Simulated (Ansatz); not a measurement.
# H3NOSn: two geometries relaxed

Aim: relax the geometries before and after the inversion of the pyramid at N1, and see whether they are two minima and how far apart in energy. SMILES of the start: [NH2][Sn][OH].

All numbers below are computed with Ansatz 0.2.0 (RKS PBE0-D4/def2-SVP).

## (1) The starting structure

Bond lengths: N1–Sn2 1.998 Å, Sn2–O3 1.959 Å, N1–H4 1.098 Å, N1–H5 1.073 Å, O3–H6 0.988 Å. Angles: N1–Sn2–O3 108.9°, Sn2–N1–H4 107.5°, Sn2–N1–H5 109.2°, H4–N1–H5 103.8°, Sn2–O3–H6 107.2°.

Coordinates:

```xyz
6

N    -0.9875   -0.2306   -0.9053
Sn    0.2815   -1.2890    0.2173
O     1.5647   -0.0659    1.0510
H    -0.3891    0.3661   -1.6063
H    -1.4715    0.5049   -0.2925
H     1.0440    0.6504    1.4897
```

## (2) End point A

input.yaml

```yaml
crystal:
  periodic: [false, false, false]
  atoms:
    - { symbol: "N", position_ang: [-0.9875, -0.2306, -0.9053] }
    - { symbol: Sn, position_ang: [0.2815, -1.289, 0.2173] }
    - { symbol: O, position_ang: [1.5647, -0.0659, 1.051] }
    - { symbol: H, position_ang: [-0.3891, 0.3661, -1.6063] }
    - { symbol: H, position_ang: [-1.4715, 0.5049, -0.2925] }
    - { symbol: H, position_ang: [1.044, 0.6504, 1.4897] }
basis:
  gaussian: { orbitals: def2-SVP }
hamiltonian:
  xc: pbe0
  dispersion: d4
relax:
  f_tol: 0.015
  max_steps: 40
output:
  orbitals: {}
```

On the command line:

```sh
$ ansatz run input.yaml --threads 1 --pin off --max-ram 2048MiB --backend cpu --events-out ev --progress --plain --runs-dir out
```

Output (excerpt; [...] marks lines left out):

```text
Warning: RAYON_NUM_THREADS=1 ignored (pool sized by the plan → 1); use --threads N
[...]
Functional definition: PBE0
[...]
842 factors; integrals over basis functions are off by at most 1.6e-4 eV
[...]
mean field -9410.47981265 eV, -345.8287544627 hartree, gradient 7.8e-5 eV, S^2 0.000000; 0 other end points of the search recorded, 0 dependent functions left out
[...]
reference -9410.47983675 eV, -345.8287553482 hartree; 20, 20 occupied and 49, 49 virtual orbitals, 842 factors
relax step   1: F+E_penalty+E_count = -9410.56595545 eV  Δ(F+E_penalty+E_count) = +0.000e0 eV  max|allowed force component| = 3.705e0 eV/Å  Δτ_max = 0.0000 Å  (27 SCF iters, accepted)
[...]
relax step   5: F+E_penalty+E_count = -9411.13718687 eV  Δ(F+E_penalty+E_count) = -8.671e-2 eV  max|allowed force component| = 8.056e-1 eV/Å  Δτ_max = 0.0978 Å  (31 SCF iters, accepted)
[...]
relax step   9: F+E_penalty+E_count = -9411.44116310 eV  Δ(F+E_penalty+E_count) = -7.238e-2 eV  max|allowed force component| = 1.216e0 eV/Å  Δτ_max = 0.1947 Å  (29 SCF iters, accepted)
[...]
relax step  13: F+E_penalty+E_count = -9411.55821026 eV  Δ(F+E_penalty+E_count) = -1.129e-2 eV  max|allowed force component| = 1.230e-1 eV/Å  Δτ_max = 0.1000 Å  (29 SCF iters, accepted)
[...]
relax step  17: F+E_penalty+E_count = -9411.56202256 eV  Δ(F+E_penalty+E_count) = +4.316e-5 eV  max|allowed force component| = 3.475e-2 eV/Å  Δτ_max = 0.0082 Å  (23 SCF iters, rejected (line search))
[...]
relax step  18: F+E_penalty+E_count = -9411.56214065 eV  Δ(F+E_penalty+E_count) = -7.494e-5 eV  max|allowed force component| = 2.127e-3 eV/Å  Δτ_max = 0.0028 Å  (23 SCF iters, accepted)
842 factors; integrals over basis functions are off by at most 3.8e-4 eV
mean field -9411.47522946 eV, -345.8653353557 hartree, gradient 8.7e-6 eV, S^2 0.000000; 1 other end points of the search recorded, 0 dependent functions left out
[...]
reference -9411.47525308 eV, -345.8653362235 hartree; 20, 20 occupied and 49, 49 virtual orbitals, 842 factors
Total energy: -9411.56216426 eV, -345.8685301507 hartree
Atom 0 at    -0.661537     0.027070    -0.830987 Å, force     0.000906     0.000065     0.000870 eV/Å
Atom 1 at     0.700021    -1.314140    -0.122258 Å, force     0.000787    -0.000585     0.000598 eV/Å
Atom 2 at     1.273885    -0.214622     1.451260 Å, force    -0.000388     0.000654     0.000089 eV/Å
Atom 3 at    -1.219681    -0.131605    -1.664363 Å, force    -0.001447    -0.000531    -0.002127 eV/Å
Atom 4 at    -0.883909     0.930919    -0.422871 Å, force    -0.000063     0.001177     0.000982 eV/Å
Atom 5 at     0.833320     0.638278     1.543119 Å, force     0.000205    -0.000780    -0.000412 eV/Å
Dipole moment:    -0.350787     0.160870    -0.324131 e Å
```

Run time: 2.9 min. Hardware: 1 thread of Intel Xeon at 2.50GHz (Skylake/Cascade Lake), shared host; peak memory 0.15 GiB.

Relaxation path:

```csv
step,energy from step 1 (eV),largest force component (eV/Å)
1,0.0000,3.7045
2,-0.4158,1.7554
3x,-0.3584,3.3238
4,-0.4845,1.4180
5,-0.5712,0.8056
6,-0.6449,0.5857
7,-0.7337,1.2740
8,-0.8028,0.8188
9,-0.8752,1.2159
10,-0.9779,0.4807
11x,-0.9775,0.3945
12,-0.9810,0.2406
13,-0.9923,0.1230
14,-0.9934,0.1369
15,-0.9954,0.1624
16,-0.9961,0.0255
17x,-0.9961,0.0348
18,-0.9962,0.0021
```

Step 1 is the start. 3 steps were tried and not accepted (marked x).

After: Bond lengths: N1–Sn2 2.038 Å, Sn2–O3 2.004 Å, N1–H4 1.015 Å, N1–H5 1.016 Å, O3–H6 0.964 Å. Angles: N1–Sn2–O3 95.9°, Sn2–N1–H4 123.3°, Sn2–N1–H5 126.3°, H4–N1–H5 110.4°, Sn2–O3–H6 115.4°.

## (3) Relaxing end B

The second end starts from a geometry with the move made by hand.

input.yaml, as its differences from that of step 2:

```diff
@@ -6,4 +6,4 @@
     - { symbol: O, position_ang: [1.5647, -0.0659, 1.051] }
-    - { symbol: H, position_ang: [-0.3891, 0.3661, -1.6063] }
-    - { symbol: H, position_ang: [-1.4715, 0.5049, -0.2925] }
+    - { symbol: H, position_ang: [-0.96619, -0.65577, -1.91738] }
+    - { symbol: H, position_ang: [-1.99056, -0.41422, -0.5723] }
     - { symbol: H, position_ang: [1.044, 0.6504, 1.4897] }
```

On the command line:

```sh
$ ansatz run input.yaml --threads 1 --pin off --max-ram 2048MiB --backend cpu --events-out ev --progress --plain --runs-dir out
```

Output (excerpt; [...] marks lines left out):

```text
Warning: RAYON_NUM_THREADS=1 ignored (pool sized by the plan → 1); use --threads N
[...]
[... 1 set-up line as earlier in the session ...]
[...]
842 factors; integrals over basis functions are off by at most 2.7e-4 eV
[...]
mean field -9410.39519015 eV, -345.8256446429 hartree, gradient 1.9e-5 eV, S^2 0.000000; 0 other end points of the search recorded, 0 dependent functions left out
[...]
reference -9410.39521495 eV, -345.8256455545 hartree; 20, 20 occupied and 49, 49 virtual orbitals, 842 factors
relax step   1: F+E_penalty+E_count = -9410.47977155 eV  Δ(F+E_penalty+E_count) = +0.000e0 eV  max|allowed force component| = 2.884e0 eV/Å  Δτ_max = 0.0000 Å  (28 SCF iters, accepted)
[...]
relax step   4: F+E_penalty+E_count = -9411.16101976 eV  Δ(F+E_penalty+E_count) = -1.938e-1 eV  max|allowed force component| = 6.948e-1 eV/Å  Δτ_max = 0.2000 Å  (30 SCF iters, accepted)
[...]
842 factors; integrals over basis functions are off by at most 2.6e-4 eV
mean field -9411.47522855 eV, -345.8653353221 hartree, gradient 1.5e-5 eV, S^2 0.000000; 1 other end points of the search recorded, 0 dependent functions left out
[...]
reference -9411.47525215 eV, -345.8653361896 hartree; 20, 20 occupied and 49, 49 virtual orbitals, 842 factors
Total energy: -9411.56216512 eV, -345.8685301822 hartree
Atom 0 at    -0.871160    -0.508428    -0.888487 Å, force     0.004476    -0.003042     0.001611 eV/Å
Atom 1 at     0.778116    -1.465587    -0.167560 Å, force    -0.002798     0.002729    -0.000061 eV/Å
Atom 2 at     1.166775    -0.141191     1.284856 Å, force     0.001057    -0.002977    -0.001468 eV/Å
Atom 3 at    -1.417889    -0.851064    -1.672677 Å, force    -0.000048    -0.000797    -0.001175 eV/Å
Atom 4 at    -1.265451     0.358636    -0.534051 Å, force    -0.001512     0.002326     0.001069 eV/Å
Atom 5 at     0.555558     0.602543     1.340940 Å, force    -0.001175     0.001761     0.000023 eV/Å
Dipole moment:    -0.390819     0.054451    -0.313188 e Å
```

Wall time 2.3 min (1 thread of Intel Xeon at 2.50GHz (Skylake/Cascade Lake), shared host); peak memory 0.15 GiB.

Relaxation path:

```csv
step,energy from step 1 (eV),largest force component (eV/Å)
1,0.0000,2.8839
2,-0.4843,1.1431
3,-0.4875,2.9807
4,-0.6812,0.6948
5,-0.8011,0.4574
6,-0.8840,0.9507
7,-0.9687,0.6946
8,-1.0316,0.9443
9,-1.0614,0.2951
10,-1.0807,0.1171
11,-1.0814,0.0919
12,-1.0814,0.1036
13,-1.0823,0.0389
14,-1.0824,0.0045
```

Step 1 is the start.

After: Bond lengths: N1–Sn2 2.039 Å, Sn2–O3 2.004 Å, N1–H4 1.016 Å, N1–H5 1.016 Å, O3–H6 0.964 Å. Angles: N1–Sn2–O3 95.9°, Sn2–N1–H4 123.4°, Sn2–N1–H5 126.2°, H4–N1–H5 110.4°, Sn2–O3–H6 115.4°.

## (4) Results

```
                           quantity                     value
                              end A  14 moves, 0.996 eV lower
                              end B  13 moves, 1.082 eV lower
largest difference between the ends                    0.00 Å
            end B relative to end A                 -0.000 eV
```

In words: Both starts fell into the same minimum (no atom differs by more than 0.00 Å), so from this start no second minimum was found and no band was run; another arrangement could still be one.
